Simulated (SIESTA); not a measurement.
# Ba2Tl5V3O12 in SIESTA: convergence with real-space mesh cutoff

Input of the first run (real-space mesh cutoff 100 Ry); the others differ in this setting and in those tied to it:

The input Ba2Tl5V3O12.fdf:

```
SystemName                      Ba2Tl5V3O12
SystemLabel                     Ba2Tl5V3O12
NumberOfSpecies                 4
NumberOfAtoms                   22
%block ChemicalSpeciesLabel
  1  56 Ba
  2  23 V
  3  81 Tl
  4   8 O
%endblock ChemicalSpeciesLabel

LatticeConstant                 1.0 Ang
%block LatticeVectors
     6.4899100000    -6.6769200000    -0.0476500000
     6.4899100000     6.6769200000    -0.0476500000
    -1.9673900000     0.0000000000     5.7522000000
%endblock LatticeVectors
AtomicCoordinatesFormat         Fractional
%block AtomicCoordinatesAndAtomicSpecies
     0.4791700000     0.5208300000     0.0000000000  1  Ba
     0.7926400000     0.2073600000     0.0000000000  1  Ba
     0.6569400000     0.9460500000     0.2573500000  2  V
     0.0539500000     0.3430600000     0.7426500000  2  V
     0.5744200000     0.4255800000     0.5000000000  2  V
     0.4983500000     0.8562900000     0.6372600000  3  Tl
     0.1437100000     0.5016500000     0.3627400000  3  Tl
     0.0150800000     0.9849200000     0.5000000000  3  Tl
     0.3096400000     0.1267700000     0.2189200000  3  Tl
     0.8732300000     0.6903600000     0.7810800000  3  Tl
     0.0039000000     0.2632500000     0.4427500000  4  O
     0.5971900000     0.6067600000     0.6770600000  4  O
     0.9133300000     0.4282000000     0.8463500000  4  O
     0.5253600000     0.7994300000     0.2059400000  4  O
     0.6876600000     0.4162800000     0.3135600000  4  O
     0.0925100000     0.2031600000     0.8860100000  4  O
     0.5837200000     0.3123400000     0.6864400000  4  O
     0.7968400000     0.9074900000     0.1139900000  4  O
     0.5718000000     0.0866700000     0.1536500000  4  O
     0.2005700000     0.4746400000     0.7940600000  4  O
     0.7367500000     0.9961000000     0.5572500000  4  O
     0.3932400000     0.4028100000     0.3229400000  4  O
%endblock AtomicCoordinatesAndAtomicSpecies

%block kgrid.MonkhorstPack
    3   0   0  0.0
    0   3   0  0.0
    0   0   5  0.0
%endblock kgrid.MonkhorstPack
XC.Functional                   GGA
XC.Authors                      PBE
PAO.BasisSize                   DZP
PAO.EnergyShift                 0.003 Ry
Mesh.Cutoff                     100 Ry
Spin                            polarized
%block DM.InitSpin
    1   0.000
    2   0.000
    3   2.000
    4   2.000
    5   2.000
    6   0.000
    7   0.000
    8   0.000
    9   0.000
   10   0.000
   11   0.000
   12   0.000
   13   0.000
   14   0.000
   15   0.000
   16   0.000
   17   0.000
   18   0.000
   19   0.000
   20   0.000
   21   0.000
   22   0.000
%endblock DM.InitSpin
OccupationFunction              FD
ElectronicTemperature           0.05 eV
MaxSCFIterations                200
SCF.MustConverge                false
SCF.Mixer.Method                Pulay
SCF.Mixer.Weight                0.1
SCF.Mixer.History               10
SCF.DM.Tolerance                5.0e-05
SCF.H.Tolerance                 1.0e-03 eV
WriteForces                     true
Charge.Mulliken                 end
%block PAO.Basis
  Ba 5
  n=5 0 2
    4.395 0.000
  n=6 0 2
    9.500 0.000
  n=5 1 2
    5.243 0.000
  n=6 1 1
    9.500
  n=5 2 1
    7.000
  V 5
  n=3 0 2
    2.991 0.000
  n=4 0 2
    8.463 0.000
  n=3 1 2
    3.380 0.000
  n=4 1 1
    8.463
  n=3 2 2
    5.772 0.000
  Tl 4
  n=6 0 2
    6.628 0.000
  n=6 1 2
    9.500 0.000
  n=5 2 2
    4.502 0.000
  n=6 2 1
    9.500
%endblock PAO.Basis
Diag.ParallelOverK              true
```

Potentials or basis: PseudoDojo 0.4 standard (PBE files), DZP (energy shift 0.003 Ry; two zetas on semicore shells; d shell added on Ba).

Command:

```sh
$ mpirun -n 4 siesta Ba2Tl5V3O12.fdf > Ba2Tl5V3O12.out 2>&1
```

The cell was built by a generator and needn't be a form met in nature.

Hardware: 4 MPI ranks on Intel(R) Xeon(R) 6975P-C (Granite Rapids), with other jobs on the host.

Question: The values tried are 100 Ry, 150 Ry, 200 Ry, 300 Ry, 400 Ry, 500 Ry, 700 Ry, 900 Ry, 1200 Ry, loosest first. From which on does the pressure stay within 0.1 GPa of the tightest run that finished?

Answer: From 150 Ry on.

```tsv
real-space mesh cutoff	energy less the tightest run, at zero smearing (meV/atom)	pressure (GPa)	SCF cycles	CPU time (s)
100 Ry	-3.32	1.24	22	210
150 Ry	2.37	1.09	22	250
200 Ry	2.19	1.07	22	280
300 Ry	1.13	1.07	22	360
400 Ry	0.36	1.08	22	470
500 Ry	0.22	1.08	22	730
700 Ry	0.08	1.09	22	760
900 Ry	0.01	1.08	22	1100
1200 Ry	0.00	1.09	22	1400
```

Against the tightest run, the energy stays within 1 meV/atom from 400 Ry on. Values are those asked for, which the program may round to a finer grid. The tightest run that finished is the yardstick and may itself not be fully converged.

Caveat, for the tightest run too: this set's barium file shifts pressures by up to 1 GPa against other sets; the basis of atomic orbitals isn't converged, which shifts pressures, moduli and gaps.
